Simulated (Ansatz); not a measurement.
# BF₂H₃Si: basis-set convergence

How large a basis does BF₂H₃Si need? Two functionals are run in growing sets.

The runs use Ansatz 0.2.0, Gaussian basis; one geometry, several basis sets.

The runs, in order: PBE0-D4/def2-SVP; ωB97M-V/def2-SVP; PBE0-D4/def2-QZVPP; ωB97M-V/def2-QZVPP; the functionals' def2-TZVPP values are taken from earlier runs.

## (1) The relaxed structure

An earlier PBE0-D4 in a triple-zeta def2 set relaxation fixed the geometry.

SMILES `FB(F)[SiH3]`, 7 atoms, charge 0, spin multiplicity 1.

Atoms are counted from 1 here; the program's logs count them from 0.

Bond lengths: F1–B2 1.319 Å, B2–F3 1.320 Å, B2–Si4 2.035 Å, Si4–H5 1.484 Å, Si4–H6 1.488 Å, Si4–H7 1.486 Å. Angles: F1–B2–F3 116.2°, F1–B2–Si4 122.6°, F3–B2–Si4 121.2°, B2–Si4–H5 111.0°, B2–Si4–H6 108.5°, B2–Si4–H7 109.7°, H5–Si4–H6 109.2°, H5–Si4–H7 109.8°, H6–Si4–H7 108.6°.

## (2) PBE0-D4 in def2-SVP

The input, in.yaml:

```yaml
crystal:
  periodic: [false, false, false]
  atoms:
    - {symbol: F, position_ang: [1.870547, -0.649796, 0.966167]}
    - {symbol: B, position_ang: [0.619315, -0.824626, 0.587099]}
    - {symbol: F, position_ang: [0.059884, -1.969545, 0.930821]}
    - {symbol: Si, position_ang: [-0.418448, 0.585919, -0.449207]}
    - {symbol: H, position_ang: [0.487371, 1.645908, -0.958565]}
    - {symbol: H, position_ang: [-1.423165, 1.196174, 0.462639]}
    - {symbol: H, position_ang: [-1.134205, -0.052034, -1.584555]}
basis:
  gaussian: {orbitals: def2-SVP}
hamiltonian: {xc: pbe0, dispersion: d4}
output: {orbitals: {seedname: orbitals}}
```

Run with:

```sh
$ ansatz run in.yaml --threads 4 --pin off --events-out ev --progress --plain --max-ram 10444MiB
```

After this run come: ωB97M-V in def2-SVP; PBE0-D4 in def2-QZVPP; ωB97M-V in def2-QZVPP.

**Question.** What will the summary of the whole plan be? Wanted: PBE0-D4: double and triple zeta above quadruple; ωB97M-V: double and triple zeta above quadruple.

**Answer**, as computed:

| quantity | value |
| --- | --- |
| PBE0-D4: double and triple zeta above quadruple | 10.79, 0.59 eV |
| ωB97M-V: double and triple zeta above quadruple | 10.92, 0.55 eV |

For PBE0-D4 the step from double to triple zeta gains 10.20 eV and the next only 0.59 eV. Total energies overstate the basis error of differences, where much of it tends to cancel.
